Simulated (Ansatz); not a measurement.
Write the native input for Ansatz 0.2.0 that does the following.

```yaml
Task: relaxation of cell and atoms
Functional: LDA
Potentials_or_basis: Ansatz PAW
Cutoff: "420 eV (not typed: the program's choice for these potentials)"
k_mesh: 6 × 6 × 1
Occupations: fermi-dirac, width 0.05 eV
Spin: collinear spin, ferromagnetic start
Starting_moments: "[0.0, 0.0, 3.0, 3.0, 0.0, 0.0, 0.0, 0.0, 0.0] μB"
```

The system is CsLiCr2Te2S3.

```
Cs Li Cr Te S
1.0
     3.60358    0.00000    0.00000
    -1.80179    3.12079    0.00000
     0.00000    0.00000   19.06651
Cs Li Cr Te S
1 1 2 2 3
Direct
  0.00000 0.00000 0.37399
  0.66667 0.33333 0.01607
  0.00000 0.00000 0.86637
  0.33333 0.66667 0.16833
  0.33333 0.66667 0.53891
  0.66667 0.33333 0.77276
  0.00000 0.00000 0.10030
  0.33333 0.66667 0.92920
  0.66667 0.33333 0.23408
```

The cell was built by a generator and needn't be a form met in nature.

The input as run:

input.yaml

```yaml
crystal:
  lattice:
    - [3.60358, 0.0, 0.0]
    - [-1.80179, 3.12079, 0.0]
    - [0.0, 0.0, 19.06651]
  atoms:
    - { symbol: Cs, position: [0.0, 0.0, 0.37399] }
    - { symbol: Li, position: [0.66667, 0.33333, 0.01607] }
    - { symbol: Cr, position: [0.0, 0.0, 0.86637], spin: 3.0 }
    - { symbol: Cr, position: [0.33333, 0.66667, 0.16833], spin: 3.0 }
    - { symbol: Te, position: [0.33333, 0.66667, 0.53891] }
    - { symbol: Te, position: [0.66667, 0.33333, 0.77276] }
    - { symbol: S, position: [0.0, 0.0, 0.1003] }
    - { symbol: S, position: [0.33333, 0.66667, 0.9292] }
    - { symbol: S, position: [0.66667, 0.33333, 0.23408] }
hamiltonian:
  xc: lda
  pseudopotentials: { kind: paw }
magnetization:
  spin_polarized: true
kpoints:
  mp_grid: { grid: [6, 6, 1] }
scf:
  occupations: { method: fermi_dirac, width: 0.05 }
output:
  forces: true
  stress: true
  eigenvalues: true
relax:
  f_tol: 0.01
  max_steps: 40
  cell: { stress_tol: 0.05 }
```

Potentials or basis: Ansatz PAW.

The run is started by

```bash
$ ansatz run input.yaml --threads 8 --pin off --max-ram 20480MiB --backend cpu --events-out ev --progress --plain --runs-dir out
```

Results of the run:

* Relaxed volume: 20.86 Å³/atom
* Relaxed cell: a = 3.494 Å, b = 3.494 Å, c = 17.760 Å, α = 90.00°, β = 90.00°, γ = 120.00°
* Space group after relaxing (to 0.05 Å): P3m1 (No. 156)
* Energy gained by relaxing: 40.9 meV/atom
* Ionic steps: 8
* Pressure after relaxing: 0.0 GPa
* Band gap on the k mesh: none (metal or under the smearing width)
* Net moment: 5.46 μB per cell
* Absolute moment: 6.10 μB per cell
* Site moments: Cs -0.00; Li -0.00; Cr +2.30, +2.57; Te +0.02, -0.10; S -0.01, -0.02 μB

Caveat: the plane-wave basis is chosen anew once the cell has moved, so the energies of steps on either side of that aren't comparable; only a ferromagnetic start was run, and an antiferromagnetic order may lie lower in energy; the PAW data sets come from PBE, with cores solved anew for the run's functional, which leaves a small shift of forces and pressure.

Wall time 29 s on 8 threads of Intel(R) Xeon(R) 6975P-C (Granite Rapids) (shared host), peak memory 1 GiB.
